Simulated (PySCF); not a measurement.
# C₅H₅FOSi: electronic excitations

Wanted: the electronic excitations of C₅H₅FOSi (`C#C[Si@@H](F)C(=O)C=C`), by calculation.

Programs: PySCF 2.14.0, with density-fitted response routines of our own. Each step states its level of theory. These are calculated values for one molecule in the gas phase, unless marked as measured. Atoms count from 0, in the outputs and in this text.

## (1) The molecule as given

13 atoms, charge 0, multiplicity 1; geometry from: GFN2-xTB.

Bonds of the start (Å): C0–C1 1.20, C1–Si2 1.84, Si2–F3 1.62, Si2–C4 1.93, C4–O5 1.22, C4–C6 1.48, C6–C7 1.33, C0–H8 1.05, Si2–H9 1.45, C6–H10 1.08, C7–H11 1.08, C7–H12 1.08.

## (2) Ultraviolet spectrum: B3LYP/def2-SVPD

Job settings and geometry (Å):

```
{"job": {"kind": "uv", "xc": "B3LYP", "basis": "def2-SVPD", "nstates": 8, "ntriplets": 3}, "charge": 0, "multiplicity": 1}
C     -3.394452    -0.184841     0.067969
C     -2.368467     0.436253    -0.022809
Si    -0.782239     1.362570    -0.190313
F     -0.378357     1.911389     1.279288
C      0.592779     0.116208    -0.706335
O      0.759057    -0.157012    -1.880280
C      1.415940    -0.486861     0.364832
C      2.430968    -1.298338     0.091508
H     -4.293408    -0.724485     0.157258
H     -0.855464     2.524918    -1.054261
H      1.153478    -0.220909     1.378571
H      3.047004    -1.738285     0.857637
H      2.668772    -1.540121    -0.932631
```

Level: TDDFT B3LYP/def2-SVPD, vertical, gas phase, core orbitals frozen in the response.

Run with:

```
OMP_NUM_THREADS=1 python probes_run.py task.json out
```

One launch serves the whole session: the jobs run in the order shown.

Predict these results of the whole session: lowest singlet (B3LYP/def2-SVPD); brightest single state of those computed; lowest triplet; surface potential, 1st and 99th percentile.

The runs gave:

| quantity | value |
| --- | --- |
| lowest singlet (B3LYP/def2-SVPD) | 2.80 eV (443 nm), f = 0.003 |
| brightest single state of those computed | state 5, 5.35 eV, f = 0.210 |
| lowest triplet | 2.28 eV |
| surface potential, 1st and 99th percentile | -1.45 V and 1.68 V |

The first singlet state (HOMO→LUMO 0.98) lies at 2.80 eV and is weak; of the 8 states computed, the strongest absorption comes from state 5 at 5.35 eV. The lowest triplet lies 0.52 eV below the lowest singlet (triplets in Tamm-Dancoff, singlets in full TDDFT). At B3LYP/def2-SVPD, counted by nearest atom on the grid, the HOMO lies on O5 54 %; C4 14 %, the LUMO on C4 29 %; O5 21 %.
